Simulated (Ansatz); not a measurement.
## C2H3NS, SMILES NC=C=S: energies of removing a hydrogen

Program: the Ansatz DFT code, driven from Python.

Input file `c2h3ns.xyz`:
```text
7

N    -0.03470    1.07250   -0.16600
C     0.30260   -0.06820    0.39200
C     0.07980   -1.20980   -0.20150
S    -0.10200   -2.78330   -0.99480
H    -0.82550    1.02110   -0.88640
H    -0.25270    1.88300    0.48800
H     0.89380    0.01690    1.32290
```

Script `bde_c2h3ns.py`:
```python
'''Cost of removing each kind of hydrogen from C2H3NS, fragments frozen.'''

import ansatz as az

BASIS = 'def2-SVPD'
FUNCTIONAL = 'r2scan0'


def energy_of(molecule, charge=0, unpaired=0):
    calc = (
        molecule.calculation()
        .basis(gaussian=BASIS)
        .functional(FUNCTIONAL)
    )
    if charge:
        calc = calc.charge(charge)
    if unpaired:
        calc = calc.spin('collinear', total=unpaired)
    report = calc.run(threads=1, backend='cpu').report
    if report['published_state_doubts']:
        print('  doubts:', report['published_state_doubts'])
    return report['free_energy_ev']

def without(molecule, index):
    rest = az.Crystal.molecule()
    for i, site in enumerate(molecule.cartesian_sites):
        if i != index:
            rest = rest.atom(site.symbol, site.position_ang)
    return rest


def main() -> None:
    geometry = az.Crystal.molecule_from_extxyz('c2h3ns.xyz')

    whole = energy_of(geometry, 0)
    hydrogen = energy_of(az.Crystal.molecule().atom('H', (0, 0, 0)), 0, 1)
    print(f'E(molecule) = {whole:.5f} eV, E(H) = {hydrogen:.5f} eV')
    for index in [5, 6]:
        radical = energy_of(without(geometry, index), 0, 1)
        print(f'H{index}: homolysis {96.485332 * (radical + hydrogen - whole):.1f} kJ/mol')


if __name__ == '__main__':
    main()
```

```console
$ python bde_c2h3ns.py
E(molecule) = -14436.08827 eV, E(H) = -13.58464 eV
H5: homolysis 360.4 kJ/mol
H6: homolysis 347.5 kJ/mol
```

Caveats:
- Total energies depend on the basis set; only differences at equal settings carry meaning.
- The geometry is a force-field or estimated start, not a minimum of this method, and the basis set is short of its limit. All parts are taken at fixed geometry, without zero-point energy.
- The expectation value of S² is noticeably off S(S+1) in at least one run, so that state is spin-contaminated.
- Finished in 46 s on 1 thread of Arm Neoverse V1 (shared host), peak memory 0.42 GiB.
